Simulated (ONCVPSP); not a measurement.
# An ONCV potential for Au, from input to tests

Aim: build the potential from the settings below, then test how well it stands in for the atom: other configurations, scattering, ghost states and the plane-wave cutoff that it needs.

The numbers are computed with ONCVPSP 4.0.1 (PBE, scalar-relativistic, spin-unpolarised reference atom).

### Step 1. Starting point

The settings as typed:

```json
{"element": "gold (Au, Z = 79)", "type": "optimised norm-conserving Vanderbilt (ONCV)", "frozen core": "[Kr] 4d10 4f14", "valence charge": "19", "reference configuration": "5s2 5p6 5d10 6s0.5 6p0.5", "partial waves": "5s+6s: rc 1.75 bohr, ncon 4, nbas 7, qcut 7.8 1/bohr, 2 projectors; 5p+6p: rc 1.60 bohr, ncon 4, nbas 7, qcut 8.3 1/bohr, 3 projectors, debl 1 Ha; 5d: rc 2.10 bohr, ncon 4, nbas 9, qcut 7.2 1/bohr, 2 projectors, debl 3.1 Ha", "local potential": "polynomial inside 1.30 bohr (lpopt 4, dvloc0 0 Ha)", "core correction": "Teter function, fcfact 2.5, rcfact 1.7"}
```

### Step 2. The generation run

File Au.dat:

```
# ATOM AND REFERENCE CONFIGURATION
# atsym  z   nc   nv     iexc    psfile
  Au 79.00   10    5        4      upf
#
#   n    l    f
    1    0    2.00
    2    0    2.00
    2    1    6.00
    3    0    2.00
    3    1    6.00
    3    2   10.00
    4    0    2.00
    4    1    6.00
    4    2   10.00
    4    3   14.00
    5    0    2.00
    5    1    6.00
    5    2   10.00
    6    0    0.50
    6    1    0.50
#
# PSEUDOPOTENTIAL AND OPTIMIZATION
# lmax
    2
#
#   l,   rc,      ep,       ncon, nbas, qcut
    0    1.75    0.00    4    7    7.80
    1    1.60    0.00    4    7    8.30
    2    2.10    0.00    4    9    7.20
#
# LOCAL POTENTIAL
# lloc, lpopt,  rc(5),   dvloc0
    4    4    1.30    0.00
#
# VANDERBILT-KLEINMAN-BYLANDER PROJECTORs
# l, nproj, debl
    0    2    2.80
    1    3    1.00
    2    2    3.10
#
# MODEL CORE CHARGE
# icmod, fcfact, rcfact
    3    2.50    1.70
#
# LOG DERIVATIVE ANALYSIS
# epsh1, epsh2, depsh
   -6.00    5.00    0.04
#
# OUTPUT GRID
# rlmax, drl
    6.00    0.01
#
# TEST CONFIGURATIONS
# ncnf
    4
# nvcnf
#   n    l    f
    5
    5    0    2.00
    5    1    6.00
    5    2   10.00
    6    0    1.00
    6    1    0.00
#
    5
    5    0    2.00
    5    1    6.00
    5    2   10.00
    6    0    0.00
    6    1    0.00
#
    5
    5    0    2.00
    5    1    6.00
    5    2    9.00
    6    0    0.00
    6    1    0.00
#
    5
    5    0    1.00
    5    1    6.00
    5    2   10.00
    6    0    1.00
    6    1    0.00
#
```

Launch:

```sh
$ oncvpsp.x < Au.dat > Au.out
```

What does the calculation give? Wanted: cutoffs for 1 and 0.1 mHa per electron, occupied waves; bound ghosts; GHOST(+) flags; largest test error; largest phase difference near zero energy, channels read; rms error of d²Exc/dn², without and with the model core.

The runs gave:

```
                                                quantity                                                 value
  cutoffs for 1 and 0.1 mHa per electron, occupied waves                                       20 Ha and 28 Ha
                                            bound ghosts                                            none found
                                          GHOST(+) flags                                           p at 279 eV
                            largest test error (AE − PS)  -699 meV, for 5s1 5p6 5d10 6s1 6p0 (1 test unsolved)
largest phase difference near zero energy, channels read                                             0.000 rad
 rms error of d²Exc/dn², without and with the model core                                     5.80 and 1.26 mHa
```

By total energies transferability is poor: the largest error is 699 meV on 112.7 eV, for 5s1 5p6 5d10 6s1 6p0. That test lies far up in energy; among those under 40 eV, nearer to bonding, the largest error is 4.1 meV. Of the tests 1 gave no usable energy difference, which is a warning in itself. By its cutoff, 20 Ha for the looser tolerance, it is of middling hardness. The program's ghost test flags no bound state. Near zero energy the phases of the channels with partial waves agree within 0.001 rad. The program also flags highly localised states, GHOST(+) (p). Note that the frozen 4f shell (-82 eV) lies higher than the valence 5s shell (-110 eV). All of this concerns the isolated atom, not yet a solid.
